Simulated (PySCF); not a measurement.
# The bond of LiCa+, level by level

The task here is to estimate one member of a computed series from the others.

The runs use PySCF 2.14.0; Li 6-31G(d,p), Ca 6-31G(d,p), no relativity.

The first run:

A driver script around PySCF takes these settings:

```
atoms                         : Li, Ca
charge                        : 1
basis                         : Li 6-31G(d,p), Ca 6-31G(d,p)
Hamiltonian                   : no relativity
basis functions               : 46
electrons treated             : 22
masses in u                   : 7.0160, 39.9626
levels                        : PBE0, PBE, r²SCAN, M06, TPSSh, M06-L, CAM-B3LYP, HF, MP2, SCS-MP2, CCSD, CCSD(T)
grid                          : 80 radial by 434 angular points
occupations                   : held fixed by the projection of orbital angular momentum
dissociation limit            : Li+ + Ca, each in its ground configuration
starting distance in angstrom : 2.975
values of 2S to try           : 0, 2
```

Run with:

```bash
$ OMP_NUM_THREADS=1 python dia.py task.json out
```

Among the steps run: Input; The PBE0 curve of the state that the search chose; Higher solutions at PBE0; PBE (GGA); r²SCAN; M06 (hybrid meta-GGA); TPSSh (hybrid meta-GGA); M06-L; CAM-B3LYP (range-separated hybrid); RHF (mean field); MP2 and coupled cluster.

One table of the session follows, with a row left open; its other results are not shown here.

Energy (eV) from each level's lowest point:

| R (Å) | RHF | RHF-MP2 | RHF-SCS-MP2 | RHF-CCSD | RHF-CCSD(T) |
| --- | --- | --- | --- | --- | --- |
| 2.803 | 0.301 | 0.243 | 0.245 | n/a | n/a |
| 2.933 | 0.160 | 0.120 | 0.121 | 0.118 | 0.119 |
| 3.063 | 0.071 | 0.046 | 0.046 | 0.044 | 0.045 |
| 3.161 | 0.030 | 0.015 | 0.015 | 0.014 | 0.014 |
| 3.259 | 0.008 | 0.000 | 0.001 | 0.000 | 0.000 |
| 3.357 | 0.000 | 0.000 | 0.000 | 0.000 | 0.000 |
| 3.487 | 0.008 | 0.016 | 0.016 | 0.017 | 0.016 |
| 3.650 | ? | ? | ? | ? | ? |
| 3.846 | 0.101 | 0.121 | 0.121 | 0.126 | 0.125 |
| 4.106 | 0.202 | 0.225 | 0.225 | n/a | n/a |

Estimate the missing values for R (Å) = 3.650.

Worked estimate for «RHF». A straight line through the neighbours (3.487, 0.008) and (3.846, 0.101) gives 0.008 + (0.101 − 0.008) × (3.650 − 3.487) / (3.846 − 3.487) = 0.050; a parabola fitted to 4 rows on both sides gives 0.043.

As computed: RHF: 0.040; RHF-MP2: 0.056; RHF-SCS-MP2: 0.056; RHF-CCSD: 0.058; RHF-CCSD(T): 0.057. In «RHF» the line misses by +0.010 and the parabola by +0.003.
